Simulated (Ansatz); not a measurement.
Working through a frozen displacement of one atom of GaGe3, space group Pm-3m

With Ansatz's Python interface.

Notebook, run cell by cell (the value of a cell's last expression is shown):

```python
import ansatz
import numpy as np
from pymatgen.core import Lattice, Structure
from pymatgen.io.ase import AseAtomsAdaptor
```

```python
pmg_structure = Structure(
    Lattice([[4.27847, 0.0, 0.0], [0.0, 4.27847, 0.0], [0.0, 0.0, 4.27847]]),
    ["Ga", "Ge", "Ge", "Ge"],
    [
        [0.0, 0.0, 0.0],
        [0.0, 0.5, 0.5],
        [0.5, 0.0, 0.5],
        [0.5, 0.5, 0.0],
    ],
)
xtal = ansatz.Crystal.from_ase(AseAtomsAdaptor.get_atoms(pmg_structure))
```

```python
xtal.resolved().sites[-1]
```

    Site(symbol='Ge', position=(0.5, 0.5, 0.0), moment=None, axis=None, held=None, saved=None)

```python
inverse = np.linalg.inv(np.array(xtal.lattice.vectors))
home = np.array(xtal.sites[3].position)
values = np.linspace(-0.05, 0.05, 5)
energies, pulls = [], []
for shift in values:
    moved = xtal.move(3, to=home + shift * inverse[2])
    setup = (
        moved.calculation()
        .basis(470)
        .functional("pbe")
        .kpoints(6, 6, 6)
        .occupations("fermi_dirac", width=0.15)
        .scf(max_iterations=85)
        .forces()
    )
    r = setup.run().report
    energies.append(r["free_energy_ev"])
    pulls.append(r["forces_ev_ang"][3][2])
```

```python
# the force is minus the slope of the free energy
print("shift (A)   dE (eV)   force along z (eV/A)")
for shift, e, f in zip(values, energies, pulls):
    print(f"{shift:8.3f} {e - energies[2]:10.5f} {f:12.4f}")
print(f"stiffness from energies {2 * np.polyfit(values, energies, 2)[0]:.3f}, from forces {-np.polyfit(values, pulls, 1)[0]:.3f} eV/A^2")
```

    shift (A)   dE (eV)   force along z (eV/A)
      -0.050    0.00026       0.0113
      -0.025    0.00006       0.0049
       0.000    0.00000      -0.0000
       0.025    0.00006      -0.0049
       0.050    0.00026      -0.0113
    stiffness from energies 0.209, from forces 0.220 eV/A^2

Reading the output:
- The mesh is modest for a metal, so energies can be off by several to tens of meV an atom and pressures by half a GPa or more; differences at equal mesh fare better.
- In a metal a curvature from energy changes of a few meV or less hangs on mesh and smearing, in size and even in sign.
- This cell is a computed structure, which may not be the phase found in nature.
- All periodic images of the atom move with it, so the curvature is one diagonal element of the zone-centre force constants and no normal mode; a positive value doesn't exclude soft modes in which several atoms move.
- Wall time of the script: 42 s on 1 thread of Arm Neoverse V2, with other jobs on the host, peak memory 0.5 GiB.
